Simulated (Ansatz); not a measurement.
**CH3NSiTe: how energies converge with the basis set**

Aim: see how fast density functionals converge with the basis set for CH3NSiTe.

Computed with Ansatz 0.2.0, Gaussian basis. Level: one geometry, several basis sets.

Levels to be run: PBE0-D4/def2-SVP; ωB97M-V/def2-SVP; PBE0-D4/def2-QZVPP; ωB97M-V/def2-QZVPP; the functionals' def2-TZVPP values are taken from earlier runs.

### 1 Structure used throughout

All runs share one geometry, relaxed beforehand with PBE0-D4 in a triple-zeta def2 set. Te takes the def2 core potential; no spin-orbit term is included.

7 atoms, charge 0, spin multiplicity 1.

Atoms are counted from 1 here; the program's logs count them from 0.

Bond lengths: C1–N2 1.265 Å, C1–Te4 2.175 Å, C1–H5 1.094 Å, N2–Si3 1.763 Å, Si3–Te4 2.509 Å, Si3–H6 1.482 Å, Si3–H7 1.482 Å. Angles: N2–C1–Te4 115.4°, N2–C1–H5 124.6°, Te4–C1–H5 120.0°, C1–N2–Si3 99.8°, N2–Si3–Te4 85.4°, N2–Si3–H6 112.9°, N2–Si3–H7 112.9°, Te4–Si3–H6 116.3°, Te4–Si3–H7 116.3°, H6–Si3–H7 110.8°, C1–Te4–Si3 59.4°.

### 2 PBE0-D4 in def2-SVP

Contents of in.yaml:

```yaml
crystal:
  periodic: [false, false, false]
  atoms:
    - {symbol: C, position_ang: [-0.779129, -0.346312, -1.013499]}
    - {symbol: N, position_ang: [0.482817, -0.263038, -0.985963]}
    - {symbol: Si, position_ang: [0.714541, 0.232732, 0.690110]}
    - {symbol: Te, position_ang: [-1.787169, 0.130411, 0.853966]}
    - {symbol: H, position_ang: [-1.364194, -0.633940, -1.892558]}
    - {symbol: H, position_ang: [1.327221, 1.576434, 0.814466]}
    - {symbol: H, position_ang: [1.467115, -0.764287, 1.487578]}
basis:
  gaussian: {orbitals: def2-SVP}
hamiltonian: {xc: pbe0, dispersion: d4}
output: {orbitals: {seedname: orbitals}}
```

Started as:

```console
$ ansatz run in.yaml --threads 2 --pin off --events-out ev --progress --plain --max-ram 4352MiB
```

The runs that follow: ωB97M-V in def2-SVP; PBE0-D4 in def2-QZVPP; ωB97M-V in def2-QZVPP.

Q: Predict the results of all the runs planned. Wanted: PBE0-D4: double and triple zeta above quadruple; ωB97M-V: double and triple zeta above quadruple.

The runs gave:

| quantity | value |
| --- | --- |
| PBE0-D4: double and triple zeta above quadruple | 6.57, 0.46 eV |
| ωB97M-V: double and triple zeta above quadruple | 6.68, 0.43 eV |

What this shows: PBE0-D4 gains 6.12 eV from double to triple zeta, then 0.46 eV more. These are total energies; as a rule much of such shifts cancels in differences, which this series doesn't test.
